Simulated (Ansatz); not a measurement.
**KF (SMILES [F][K]): single points off equilibrium**

One table from this session's results is given with a row withheld; the runs are named, their logs left out.

Method: single points in def2-TZVPP; program: Ansatz 0.2.0, Gaussian basis.

Cores are frozen in the correlated methods. The outer core shell of Li, Na, Mg and K is correlated.

## Starting geometry

SMILES `[F][K]`, 2 atoms, charge 0, spin multiplicity 1.

Atoms are counted from 1 here; the program's logs count them from 0.

Bond lengths: F1–K2 2.082 Å.

As a file:

```mol
FK
  3D, bonds by distance, orders not assigned

  2  1  0  0  0  0  0  0  0  0999 V2000
    0.9016   -0.3137    0.4436 F   0  0
   -0.8699    0.2927   -0.4657 K   0  0
  1  2  8  0
M  END
```

The first run:

Contents of run/in.yaml:

```yaml
crystal:
  periodic: [false, false, false]
  atoms:
    - {symbol: F, position_ang: [0.901600, -0.313700, 0.443600]}
    - {symbol: K, position_ang: [-0.869900, 0.292700, -0.465700]}
basis:
  gaussian: {orbitals: def2-TZVPP}
correlation: {method: ccsd_t}
output: {forces: true}
```

The command line of these runs was not kept.

Among the steps run: CCSD(T)/def2-TZVPP; PBE0-D4/def2-TZVPP; wB97M-V/def2-TZVPP; r2SCAN-D4/def2-TZVPP; PBE-D4/def2-TZVPP; HSE06-D4/def2-TZVPP; SPW92/def2-TZVPP.

One table of the session follows, with a row left open; its other results are not shown here.

```
   method  RMS force component (eV/Å)  dipole (D)
  CCSD(T)                       0.882        8.21
  PBE0-D4                       0.664        7.97
  wB97M-V                       0.758        8.04
r2SCAN-D4                       0.703        7.93
   PBE-D4                           ?           ?
 HSE06-D4                       0.661        7.96
    SPW92                       0.438        7.68
```

Q: Estimate the row for PBE-D4 from the others.

The run gave: RMS force component (eV/Å): 0.708; dipole (D): 7.65. In the column «RMS force component (eV/Å)» it lies between r2SCAN-D4 (0.703) and wB97M-V (0.758).
